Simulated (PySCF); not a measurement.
# Xe: the cost of one run

Program: PySCF 2.14.0. Level of theory: method and basis as typed in the scripts. These are calculated values, not measurements.

6 further runs of the same task are left out: 1 for a known fault of the program, 5 that didn't finish.

**1. The atom**

Xe⁺: 1 atom, charge 1, spin multiplicity 2.

**2. Base script**

input.py reads:

```python
from pyscf import gto, dft

mol = gto.M(
    atom='Xe 0 0 0',
    basis='jorge-dzp-dkh',
    charge=1,
    spin=1,
    verbose=4,
)
mf = dft.UKS(mol, xc='pw91')
mf = mf.sfx2c1e()
mf = mf.newton()
mf.kernel()
mf.analyze()
print('orbital energies (hartree):', [e[max(0, n-3):n+3].round(4) for e, n in zip(mf.mo_energy, mol.nelec)])
```

Command:

```sh
$ OMP_NUM_THREADS=1 python input.py
```

What time and memory should one allow on 1 thread of Intel Xeon Platinum 8259CL at 2.50GHz, shared host?

About 3.5 s, with a peak of 0.19 GiB.
